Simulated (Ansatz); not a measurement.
# C₂H₇ClO₂Si₂: a ladder of functionals and wavefunction methods

An exercise on one series of results from a longer session: the logs are not shown, and one member is left open.

The runs use Ansatz 0.2.0, Gaussian basis; functionals in def2-TZVPP, the program's frozen cores in correlated methods.

Levels to be run: PBE-D4, r2SCAN-D4, PBE0-D4, B3LYP-D4, ωB97X-V, ωB97M-V, B2PLYP; CCSD(T)/def2-TZVPP; MP2/def2-QZVPP; extrapolation to the limit.

### Structure used throughout

All runs share one geometry, relaxed beforehand with PBE0-D4 in a triple-zeta def2 set.

SMILES `O[SiH](O)/C=C\[SiH2]Cl`, 14 atoms, charge 0, spin multiplicity 1.

Atoms are counted from 1 here; the program's logs count them from 0.

Bond lengths: O1–Si2 1.638 Å, O1–H8 0.959 Å, Si2–O3 1.650 Å, Si2–C4 1.849 Å, Si2–H9 1.480 Å, O3–H10 0.958 Å, C4–C5 1.338 Å, C4–H11 1.091 Å, C5–Si6 1.876 Å, C5–H12 1.091 Å, Si6–Cl7 2.080 Å, Si6–H13 1.477 Å, Si6–H14 1.478 Å. Angles: Si2–O1–H8 117.8°, O1–Si2–O3 113.5°, O1–Si2–C4 112.7°, O1–Si2–H9 103.8°, O3–Si2–C4 101.5°, O3–Si2–H9 110.9°, C4–Si2–H9 114.9°, Si2–O3–H10 120.0°, Si2–C4–C5 123.6°, Si2–C4–H11 118.4°, C5–C4–H11 118.0°, C4–C5–Si6 128.9°, C4–C5–H12 118.1°, Si6–C5–H12 113.0°, C5–Si6–Cl7 103.5°, C5–Si6–H13 114.6°, C5–Si6–H14 114.5°, Cl7–Si6–H13 104.9° and more.

The first run:

Input file in.yaml:

```yaml
crystal:
  periodic: [false, false, false]
  atoms:
    - {symbol: O, position_ang: [-1.832935, 2.020693, -1.064765]}
    - {symbol: Si, position_ang: [-1.283308, 0.493169, -0.845847]}
    - {symbol: O, position_ang: [-1.357735, -0.013645, 0.722614]}
    - {symbol: C, position_ang: [0.523550, 0.327491, -1.201076]}
    - {symbol: C, position_ang: [1.395063, -0.240426, -0.359308]}
    - {symbol: Si, position_ang: [1.074642, -1.029075, 1.312909]}
    - {symbol: Cl, position_ang: [2.916070, -1.852062, 1.822721]}
    - {symbol: H, position_ang: [-1.345020, 2.734789, -0.650594]}
    - {symbol: H, position_ang: [-2.166126, -0.325613, -1.707067]}
    - {symbol: H, position_ang: [-2.190172, -0.310566, 1.091535]}
    - {symbol: H, position_ang: [0.905270, 0.721199, -2.143958]}
    - {symbol: H, position_ang: [2.444939, -0.279357, -0.655055]}
    - {symbol: H, position_ang: [0.773483, -0.071011, 2.396427]}
    - {symbol: H, position_ang: [0.142290, -2.175596, 1.281452]}
basis:
  gaussian: {orbitals: def2-TZVPP}
hamiltonian: {xc: pbe, dispersion: d4}
output: {forces: true, orbitals: {seedname: orbitals}}
```

The run is started by

```
> ansatz run in.yaml --threads 2 --pin off --events-out ev --progress --plain --max-ram 22528MiB --backend cuda --devices 0, --max-vram 18GiB
```

Steps of the session up to this table: PBE-D4 (GGA); r2SCAN-D4 (meta-GGA); PBE0-D4 (hybrid); B3LYP-D4 (hybrid); ωB97X-V (range-separated); ωB97M-V (range-separated); B2PLYP (double hybrid); CCSD(T) in def2-TZVPP; MP2 in def2-QZVPP.

One of the session's tables, all rows but one given; the rest of the session is left out.

| method | atomisation energy (kJ/mol) |
| --- | --- |
| PBE-D4 | 5437.1 |
| r2SCAN-D4 | 5384.7 |
| PBE0-D4 | 5348.1 |
| B3LYP-D4 | 5348.9 |
| ωB97X-V | 5387.4 |
| ωB97M-V | 5393.5 |
| B2PLYP | 5300.9 |
| HF/def2-TZVPP | 3927.5 |
| MP2/def2-TZVPP | 5349.2 |
| CCSD/def2-TZVPP | ? |
| CCSD(T)/def2-TZVPP | 5232.2 |
| MP2/CBS | 5506.8 |
| CCSD(T)/CBS | 5389.8 |

Estimate the missing values for CCSD/def2-TZVPP.

**Answer.** atomisation energy (kJ/mol): 5148.0. In the column «atomisation energy (kJ/mol)» it lies between HF/def2-TZVPP (3927.5) and CCSD(T)/def2-TZVPP (5232.2).
